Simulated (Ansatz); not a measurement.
**C₃H₁₀BFOSi: one species, many methods**

Aim: compute C₃H₁₀BFOSi with functionals from several rungs and with coupled cluster, and see how far each lands from CCSD(T) at the basis-set limit for the atomisation energy.

Method: functionals in def2-TZVPP, the program's frozen cores in correlated methods; program: Ansatz 0.2.0, Gaussian basis.

Plan: LDA (SPW92), PBE-D4, revPBE-D4, BLYP-D4, r2SCAN-D4, B97M-V, PBE0-D4, B3LYP-D4, r2SCANh-D4, r2SCAN0-D4, HSE06-D4, BHLYP-D4, CAM-B3LYP-D4, LC-ωPBE, ωB97X-V, ωB97M-V, B2PLYP, PBE-QIDH; CCSD(T)/def2-SVP; CCSD(T)/def2-TZVPP; MP2/def2-QZVPP; extrapolation to the limit; RPA on PBE.

## 1. The geometry

The geometry comes from an earlier relaxation with PBE0-D4 in a triple-zeta def2 set; it is a stationary point, not always the lowest conformer.

SMILES `C[Si](C)(C)OBF`, 17 atoms, charge 0, spin multiplicity 1.

Atoms are counted from 1 here; the program's logs count them from 0.

Bond lengths: C1–Si2 1.863 Å, C1–H8 1.093 Å, C1–H9 1.093 Å, C1–H10 1.094 Å, Si2–C3 1.860 Å, Si2–C4 1.863 Å, Si2–O5 1.680 Å, C3–H11 1.093 Å, C3–H12 1.093 Å, C3–H13 1.093 Å, C4–H14 1.093 Å, C4–H15 1.093 Å, C4–H16 1.094 Å, O5–B6 1.334 Å, B6–F7 1.339 Å, B6–H17 1.196 Å. Angles: Si2–C1–H8 110.9°, Si2–C1–H9 111.1°, Si2–C1–H10 110.8°, H8–C1–H9 108.2°, H8–C1–H10 108.0°, H9–C1–H10 107.8°, C1–Si2–C3 111.5°, C1–Si2–C4 111.4°, C1–Si2–O5 108.5°, C3–Si2–C4 111.5°, C3–Si2–O5 105.3°, C4–Si2–O5 108.5°, Si2–C3–H11 110.9°, Si2–C3–H12 110.9°, Si2–C3–H13 110.9°, H11–C3–H12 108.0°, H11–C3–H13 108.0°, H12–C3–H13 107.9° and more.

Geometry (Å):

```
C    -1.49344    0.75970   -0.73097
Si    0.03899   -0.15948   -0.20525
C     0.87398   -0.97706   -1.65178
C    -0.33457   -1.38282    1.14882
O     1.15393    0.95447    0.37709
B     1.14638    1.83311    1.38068
F     0.07265    1.94971    2.17136
H    -1.95076    1.27307    0.11832
H    -1.26169    1.50562   -1.49555
H    -2.23438    0.07232   -1.14847
H     0.22165   -1.72746   -2.10645
H     1.13101   -0.24356   -2.41992
H     1.79534   -1.47526   -1.34026
H     0.57445   -1.88984    1.48246
H    -0.78311   -0.88462    2.01171
H    -1.03427   -2.14703    0.79923
H     2.08384    2.53913    1.60900
```

## 2. LDA

This LDA is Slater exchange with PW92 correlation.

in.yaml reads:

```yaml
crystal:
  periodic: [false, false, false]
  atoms:
    - {symbol: C, position_ang: [-1.493439, 0.759705, -0.730970]}
    - {symbol: Si, position_ang: [0.038991, -0.159476, -0.205250]}
    - {symbol: C, position_ang: [0.873976, -0.977062, -1.651780]}
    - {symbol: C, position_ang: [-0.334566, -1.382821, 1.148818]}
    - {symbol: O, position_ang: [1.153928, 0.954474, 0.377093]}
    - {symbol: B, position_ang: [1.146382, 1.833109, 1.380683]}
    - {symbol: F, position_ang: [0.072655, 1.949708, 2.171358]}
    - {symbol: H, position_ang: [-1.950763, 1.273068, 0.118315]}
    - {symbol: H, position_ang: [-1.261692, 1.505621, -1.495553]}
    - {symbol: H, position_ang: [-2.234380, 0.072317, -1.148466]}
    - {symbol: H, position_ang: [0.221651, -1.727459, -2.106450]}
    - {symbol: H, position_ang: [1.131009, -0.243559, -2.419924]}
    - {symbol: H, position_ang: [1.795340, -1.475258, -1.340261]}
    - {symbol: H, position_ang: [0.574452, -1.889838, 1.482463]}
    - {symbol: H, position_ang: [-0.783107, -0.884624, 2.011707]}
    - {symbol: H, position_ang: [-1.034268, -2.147031, 0.799231]}
    - {symbol: H, position_ang: [2.083841, 2.539126, 1.608996]}
basis:
  gaussian: {orbitals: def2-TZVPP}
hamiltonian: {xc: lda}
output: {orbitals: {seedname: orbitals}}
```

The runs that follow: PBE-D4 (GGA); revPBE-D4 (GGA); BLYP-D4 (GGA); r2SCAN-D4 (meta-GGA); B97M-V (meta-GGA); PBE0-D4 (hybrid); B3LYP-D4 (hybrid); r2SCANh-D4 (hybrid); r2SCAN0-D4 (hybrid); HSE06-D4 (hybrid); BHLYP-D4 (hybrid); CAM-B3LYP-D4 (range-separated); LC-ωPBE (range-separated); ωB97X-V (range-separated); ωB97M-V (range-separated); B2PLYP (double hybrid); PBE-QIDH (double hybrid); CCSD(T) in def2-SVP; CCSD(T) in def2-TZVPP; MP2 in def2-QZVPP; RPA on PBE orbitals.

Before running them: what should the planned runs give, taken together? Wanted: atomisation energy, CCSD(T)/CBS; farthest beyond LDA; mean size of error, GGA; mean size of error, meta-GGA; mean size of error, hybrid; mean size of error, range-separated; mean size of error, double hybrid; gap, smallest and largest; T1 diagnostic.

**Answer**, as computed:

| quantity | value |
| --- | --- |
| atomisation energy, CCSD(T)/CBS | 6898.9 kJ/mol |
| functionals within 34.5 kJ/mol (0.5 %) | BLYP-D4, r2SCAN-D4, B97M-V, PBE0-D4, B3LYP-D4, r2SCANh-D4, HSE06-D4, LC-ωPBE, ωB97X-V, ωB97M-V, PBE-QIDH |
| farthest beyond LDA | BHLYP-D4 (-144.9 kJ/mol) |
| mean size of error, GGA | 62.2 kJ/mol |
| mean size of error, meta-GGA | 26.6 kJ/mol |
| mean size of error, hybrid | 34.6 kJ/mol |
| mean size of error, range-separated | 23.5 kJ/mol |
| mean size of error, double hybrid | 43.2 kJ/mol |
| gap, smallest and largest | 6.38 eV (LDA (SPW92)), 13.97 eV (LC-ωPBE) |
| T1 diagnostic | 0.0114 |
| triples share of the correlation energy | 3.5 % |

The LDA atomisation energy is off by 877.7 kJ/mol (13 %): it overbinds. PBE-D4 misses by +85.2 kJ/mol. Double hybrids carry the basis error of their MP2 part in triple zeta, and no dispersion term here, so their miss is partly the set-up's. The rungs range-separated, meta-GGA miss on average by less than the doubt on the reference (34.5 kJ/mol), so they tie. Misses under about 34.5 kJ/mol are within the doubt on the reference itself, which lacks core-valence correlation, relativity and higher excitations. Hartree-Fock recovers 77 % of the binding; the rest is correlation. CCSD(T) in def2-SVP is off by -327.3 kJ/mol, which most functionals beat. The gap grows from 6.4 to 14.0 eV across the functionals, mostly with the share of exact exchange.
